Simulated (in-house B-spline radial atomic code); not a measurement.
# Tm²⁺: density, ELF and screening along the radius

Aim: the shell structure of Tm²⁺ in the radial density, the electron localisation function and the screened nuclear charge, under several settings.

The numbers are computed with in-house B-spline radial atomic code version 1 (several methods, spin-polarised, as named in each step; spherical all-electron atom at the radial basis limit), except any that are marked as measured or tabulated.

### 1 The system

```
element       : thulium (Z = 69)
charge        : +2
electrons     : 67
configuration : [Xe] 4f13
nucleus       : point (non-relativistic runs) or finite (X2C runs)
```

The outer shells:

[Xe] 4f13
```
[Xe] core
4f [↑↓][↑↓][↑↓][↑↓][↑↓][↑↓][↑ ]
```

Where spins are not typed, each open shell is filled with up spins first.

### 2 LDA (VWN5), non-rel.

The run's settings:

```ini
Z = 69
electrons = 67.0
configuration = [Xe] 4f13
hamiltonian = nr
method = lda,vwn
spin_polarised = True
```

Command:

```console
$ python run_scf.py task.json out
```

One command runs all members of the session, one after another, from task.json.

### 3 PBE, non-rel.

The run's settings:

```ini
Z = 69
electrons = 67.0
configuration = [Xe] 4f13
hamiltonian = nr
method = pbe,pbe
spin_polarised = True
```

### 4 Hartree-Fock, non-rel.

The run's settings:

```ini
Z = 69
electrons = 67.0
configuration = [Xe] 4f13
hamiltonian = nr
method = hf
spin_polarised = True
```

### 5 TPSS, non-rel.

The run's settings:

```ini
Z = 69
electrons = 67.0
configuration = [Xe] 4f13
hamiltonian = nr
method = tpss,tpss
spin_polarised = True
```

### 6 LDA (VWN5), X2C

The run's settings:

```ini
Z = 69
electrons = 67.0
configuration = [Xe] 4f13
hamiltonian = x2c
method = lda,vwn
spin_polarised = True
nucleus = fermi
rms_radius = 5.2256
mass_number = 169
atomic_mass = 168.934218956
speed_of_light = 137.035999084
```

**Question.** How large is the system in each run, where do the shell borders lie, and what is the highest level?

As calculated:

| run | total energy (hartree) | highest level (eV) | radius holding 50 / 90 / 99 % (bohr) | radius at n = 0.001 (bohr) | ELF minima on the full grid (bohr) |
| --- | --- | --- | --- | --- | --- |
| LDA (VWN5), non-rel. | -12936.1512 | -21.264 | 0.405 / 1.26 / 2.33 | 3.32 | 0.035, 0.12, 0.35, 1.00 |
| PBE, non-rel. | -12943.2874 | -20.899 | 0.405 / 1.26 / 2.33 | 3.33 | 0.035, 0.12, 0.35, 1.00 |
| Hartree-Fock, non-rel. | -12939.6173 | -32.120 | 0.406 / 1.25 / 2.32 | 3.31 | 0.036, 0.12, 0.35, 1.0 |
| TPSS, non-rel. | -12943.1846 | -20.664 | 0.405 / 1.26 / 2.32 | 3.32 | 0.035, 0.12, 0.35, 1.00 |
| LDA (VWN5), X2C | -13557.5103 | -17.500 | 0.400 / 1.24 / 2.30 | 3.31 | 0.028, 0.12, 0.34, 0.97 |

What this shows: In the first run ELF has 4 minima on the grid, which mark the borders between shells. On the record's full grid the screened charge (r times the electrostatic potential) falls from 68.9 near the nucleus to 2.00 at 5.3 bohr; far out it tends to the net charge, 2. The grid is coarse (about 23 % a step), so the places of minima are rough. For X2C runs ELF uses the non-relativistic kinetic energy density, and the fields carry no picture-change correction.

Members of this set that are not shown: 4 used exact exchange with fractional occupations of an open shell, which is unsound here.
